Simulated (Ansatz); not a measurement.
# CH6BFGe: up Jacob's ladder to CCSD(T)

An exercise on one series of results from a longer session: the logs are not shown, and one member is left open.

Method: functionals in def2-TZVPP, the program's frozen cores in correlated methods; program: Ansatz 0.2.0, Gaussian basis.

Plan: LDA (SPW92), PBE-D4, revPBE-D4, BLYP-D4, r2SCAN-D4, B97M-V, PBE0-D4, B3LYP-D4, r2SCANh-D4, r2SCAN0-D4, HSE06-D4, BHLYP-D4, CAM-B3LYP-D4, LC-ωPBE, ωB97X-V, ωB97M-V, B2PLYP, PBE-QIDH; CCSD(T)/def2-SVP; CCSD(T)/def2-TZVPP; MP2/def2-QZVPP; extrapolation to the limit; RPA on PBE.

**Structure used throughout**

All runs share one geometry, relaxed beforehand with PBE0-D4 in a triple-zeta def2 set.

SMILES `C[B](F)[GeH3]`, 10 atoms, charge 0, spin multiplicity 1.

Atoms are counted from 1 here; the program's logs count them from 0.

Bond lengths: C1–B2 1.555 Å, C1–H5 1.096 Å, C1–H6 1.092 Å, C1–H7 1.096 Å, B2–F3 1.329 Å, B2–Ge4 2.089 Å, Ge4–H8 1.540 Å, Ge4–H9 1.540 Å, Ge4–H10 1.540 Å. Angles: B2–C1–H5 110.1°, B2–C1–H6 113.6°, B2–C1–H7 109.6°, H5–C1–H6 109.2°, H5–C1–H7 105.0°, H6–C1–H7 109.0°, C1–B2–F3 119.3°, C1–B2–Ge4 124.4°, F3–B2–Ge4 116.3°, B2–Ge4–H8 111.0°, B2–Ge4–H9 112.1°, B2–Ge4–H10 111.0°, H8–Ge4–H9 107.7°, H8–Ge4–H10 107.2°, H9–Ge4–H10 107.7°.

Set-up of the first run:

Input file in.yaml:

```yaml
crystal:
  periodic: [false, false, false]
  atoms:
    - {symbol: C, position_ang: [-0.230807, 1.092409, -1.166122]}
    - {symbol: B, position_ang: [0.464981, -0.153891, -0.548470]}
    - {symbol: F, position_ang: [1.409848, -0.781668, -1.240417]}
    - {symbol: Ge, position_ang: [0.016691, -0.944264, 1.332889]}
    - {symbol: H, position_ang: [-0.134434, 1.949948, -0.490617]}
    - {symbol: H, position_ang: [0.154520, 1.365994, -2.150544]}
    - {symbol: H, position_ang: [-1.309508, 0.911468, -1.242915]}
    - {symbol: H, position_ang: [-0.457357, -2.405208, 1.219257]}
    - {symbol: H, position_ang: [-1.090013, -0.146605, 2.046857]}
    - {symbol: H, position_ang: [1.259178, -0.939282, 2.242984]}
basis:
  gaussian: {orbitals: def2-TZVPP}
hamiltonian: {xc: lda}
output: {orbitals: {seedname: orbitals}}
```

Among the steps run: LDA; PBE-D4 (GGA); revPBE-D4 (GGA); BLYP-D4 (GGA); r2SCAN-D4 (meta-GGA); B97M-V (meta-GGA); PBE0-D4 (hybrid); B3LYP-D4 (hybrid); r2SCANh-D4 (hybrid); r2SCAN0-D4 (hybrid); HSE06-D4 (hybrid); BHLYP-D4 (hybrid); CAM-B3LYP-D4 (range-separated); LC-ωPBE-D4 (range-separated; the results give it without D4); ωB97X-V (range-separated); ωB97M-V (range-separated); B2PLYP (double hybrid); PBE-QIDH (double hybrid).

One table of the session follows, with a row left open; its other results are not shown here.

It belongs to the step «Frontier levels by functional». 

| functional | HOMO (eV) | gap (eV) |
| --- | --- | --- |
| LDA (SPW92) | -6.74 | 4.44 |
| PBE-D4 | -6.62 | 4.54 |
| revPBE-D4 | -6.56 | 4.59 |
| BLYP-D4 | -6.52 | 4.59 |
| r2SCAN-D4 | -6.89 | 5.13 |
| B97M-V | -6.99 | 5.18 |
| PBE0-D4 | -7.89 | 6.78 |
| B3LYP-D4 | -7.70 | 6.37 |
| r2SCANh-D4 | -7.36 | 5.93 |
| r2SCAN0-D4 | -8.06 | 7.13 |
| HSE06-D4 | -7.49 | 6.00 |
| BHLYP-D4 | -9.08 | 9.02 |
| CAM-B3LYP-D4 | -9.25 | 9.29 |
| LC-ωPBE | -10.54 | 11.78 |
| ωB97X-V | ? | ? |
| ωB97M-V | -10.04 | 10.95 |

**Question.** Estimate the row for ωB97X-V.

The run gave: HOMO (eV): -10.21; gap (eV): 11.33. In the column «HOMO (eV)» it lies between LC-ωPBE (-10.54) and ωB97M-V (-10.04).
